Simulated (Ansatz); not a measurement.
Write a Python script for Ansatz 0.2.0, Python API that makes harmonic frequencies at the relaxed geometry of FH₅SSi₂, SMILES F[SiH2][SiH2]S. Use (for the species named): CAM-B3LYP, def2-SVP basis, multiplicity 1.

```
atom    x (Å)    y (Å)    z (Å)
   F  -1.1422   1.4260  -1.2297
  Si   0.3049   1.0402  -0.8566
  Si   0.2678  -0.9390   0.3170
   S  -0.7944  -0.7870   2.1281
   H   1.0930   0.8903  -2.1315
   H   0.9171   2.1565  -0.0571
   H   1.7105  -1.3298   0.7206
   H  -0.2397  -2.0269  -0.4895
   H  -2.0285  -0.4765   1.5816
```

Script `freq_fh5ssi2.py`:
```python
# -*- coding: utf-8 -*-
"""Vibrations and zero-point energy of FH5SSi2."""

from dataclasses import dataclass
import itertools
import warnings

import ansatz as az
from ase.data import atomic_numbers, covalent_radii
import numpy as np


@dataclass(frozen=True)
class RunConfig:
    basis_set: str = "def2-SVP"
    functional: str = "cam_b3lyp"


opts = RunConfig()

warnings.simplefilter("ignore", az.DeckWarning)

geometry = (
    az.Crystal.molecule()
    .atom("F", (-1.1422, 1.426, -1.2297))
    .atom("Si", (0.3049, 1.0402, -0.8566))
    .atom("Si", (0.2678, -0.939, 0.317))
    .atom("S", (-0.7944, -0.787, 2.1281))
    .atom("H", (1.093, 0.8903, -2.1315))
    .atom("H", (0.9171, 2.1565, -0.0571))
    .atom("H", (1.7105, -1.3298, 0.7206))
    .atom("H", (-0.2397, -2.0269, -0.4895))
    .atom("H", (-2.0285, -0.4765, 1.5816))
)

base = (
    geometry.calculation()
    .basis(gaussian=opts.basis_set)
    .functional(opts.functional)
)
symbols = [site.symbol for site in geometry.cartesian_sites]
start = np.array([site.position_ang for site in geometry.cartesian_sites], dtype=float)
summary = base.relax(force_tolerance=0.003).run(threads=1, backend="cpu").report
end = np.array(summary["positions_ang"])

# pairs closer than 1.2 times the sum of covalent radii, before or after
radius = [covalent_radii[atomic_numbers[s]] for s in symbols]
span = lambda where, i, j: np.linalg.norm(where[i] - where[j])
bonded = [(i, j) for i, j in itertools.combinations(range(len(symbols)), 2) if min(span(start, i, j), span(end, i, j)) < 1.2 * (radius[i] + radius[j])]
print("pair        before    after (A)")
for i, j in bonded:
    print(f"{symbols[i]}{i}-{symbols[j]}{j}".ljust(10), f"{span(start, i, j):8.4f} {span(end, i, j):8.4f}")

# frequencies need a stationary point, so they are taken at the relaxed geometry
minimum = az.Crystal.molecule()
for symbol, place in zip(symbols, end):
    minimum = minimum.atom(symbol, place.tolist())
vibrating = (
    minimum.calculation()
    .basis(gaussian=opts.basis_set)
    .functional(opts.functional)
    .phonons(temperatures=(200, 600, 100))
)
vib = vibrating.run(threads=1, backend="cpu").report["vibrations"]
sums = vib["harmonic_sums"]
modes = [m["omega_inv_cm"] for m in sums["modes_at_gamma"] if m["rigid_motion"] == "no"]
print("frequencies (1/cm):", " ".join(f"{w:.0f}" for w in modes))
print("imaginary modes:", sum(w < 0 for w in modes), " zero-point energy:", round(sums["zero_point_energy_ev"], 4), "eV")
print("T (K)   F_vib (eV)   S_vib (meV/K)   C_vib (meV/K)")
for row in zip(sums["temperatures_k"], sums["vibrational_free_energy_ev"], vib["entropy_ev_per_k"], vib["heat_capacity_ev_per_k"]):
    print(f"{row[0]:6.1f} {row[1]:11.4f} {1000 * row[2]:13.4f} {1000 * row[3]:15.4f}")

# all hydrogen replaced by deuterium
heavier = vibrating.phonons(masses={"H": 2.014102}).run(threads=1, backend="cpu").report["vibrations"]["harmonic_sums"]
print("deuterated (1/cm):", " ".join(f"{m['omega_inv_cm']:.0f}" for m in heavier["modes_at_gamma"] if m["rigid_motion"] == "no"))
print("zero-point energy falls by", round(sums["zero_point_energy_ev"] - heavier["zero_point_energy_ev"], 4), "eV")
```

```console
$ python freq_fh5ssi2.py
pair        before    after (A)
F0-Si1       1.5434   1.6347
Si1-Si2      2.3013   2.3419
Si1-H4       1.5063   1.4867
Si1-H5       1.5034   1.4860
Si2-S3       2.1051   2.1544
Si2-H6       1.5482   1.4869
Si2-H7       1.4462   1.4898
S3-H8        1.3849   1.3507
frequencies (1/cm): 51 99 205 239 419 430 523 563 640 737 776 850 859 912 953 968 2236 2257 2263 2269 2707
imaginary modes: 0  zero-point energy: 1.2992 eV
T (K)   F_vib (eV)   S_vib (meV/K)   C_vib (meV/K)
 200.0      1.2566        0.4657          0.5149
 300.0      1.1972        0.7237          0.7656
 400.0      1.1123        0.9711          0.9532
 500.0      1.0036        1.1992          1.0903
 600.0      0.8731        1.4078          1.1966
deuterated (1/cm): 47 92 169 193 324 392 432 473 502 550 570 637 669 685 712 881 1604 1618 1630 1640 1943
zero-point energy falls by 0.3221 eV
```

The frequencies are harmonic and unscaled, in a modest basis. Wall time of the script: 7.4 min on 1 thread of Arm Neoverse V1, on a shared host, peak memory 0.31 GiB.
